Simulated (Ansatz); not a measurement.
# ClGaH5N: the cost of one run

All numbers below are computed with Ansatz 0.2.0 (RHF/def2-SVP).

1 further run of the same task is left out (it didn't finish).

## (1) The starting structure

Bond lengths: Ga1–N2 2.280 Å, N2–H3 1.060 Å, N2–H4 1.060 Å, Ga1–H5 1.570 Å, Ga1–H6 1.570 Å, Ga1–Cl7 2.540 Å. Angles: Ga1–N2–H3 120.0°, Ga1–N2–H4 120.0°, H3–N2–H4 120.0°, N2–Ga1–H5 120.0°, N2–Ga1–H6 120.0°, N2–Ga1–Cl7 71.6°, H5–Ga1–H6 120.0°, H5–Ga1–Cl7 105.4°, H6–Ga1–Cl7 92.8°.

Structure file:

```xyz
8

Ga    0.0000    0.0000    0.0000
N     0.0000    0.0000    2.2800
H    -0.8770   -0.2713    2.8100
H     0.8770    0.2713    2.8100
H     1.3596    0.0000   -0.7850
H    -1.3596    0.0000   -0.7850
Cl   -0.3177    2.3894    0.8009
H    -0.1707    1.2836    2.0133
```

## (2) A restrained relaxation towards end A

Springs on the bonds that form and break draw the guess towards this end; the thresholds are loose.

File input.yaml:

```yaml
crystal:
  periodic: [false, false, false]
  atoms:
    - { symbol: Ga, position_ang: [0.0, 0.0, 0.0] }
    - { symbol: "N", position_ang: [0.0, 0.0, 2.28] }
    - { symbol: H, position_ang: [-0.877, -0.2713, 2.81] }
    - { symbol: H, position_ang: [0.877, 0.2713, 2.81] }
    - { symbol: H, position_ang: [1.3596, 0.0, -0.785] }
    - { symbol: H, position_ang: [-1.3596, 0.0, -0.785] }
    - { symbol: Cl, position_ang: [-0.3177, 2.3894, 0.8009] }
    - { symbol: H, position_ang: [-0.1707, 1.2836, 2.0133] }
basis:
  gaussian: { orbitals: def2-SVP }
hamiltonian:
  xc: hf
relax:
  f_tol: 0.15
  max_steps: 25
  restrain:
    - { distance: [0, 6], at: 3.44, k: 30.0 }
    - { distance: [7, 1], at: 2.26, k: 30.0 }
    - { distance: [0, 1], at: 1.93, k: 30.0 }
    - { distance: [7, 6], at: 1.37, k: 30.0 }
```

Command:

```bash
$ ansatz run input.yaml --threads 1 --pin off --max-ram 2048MiB --backend cpu --events-out ev --progress --plain --runs-dir out
```

Q: Estimate wall time and peak memory on 1 thread of Arm Neoverse V2, shared host.

About 15 s, with a peak of 0.17 GiB.
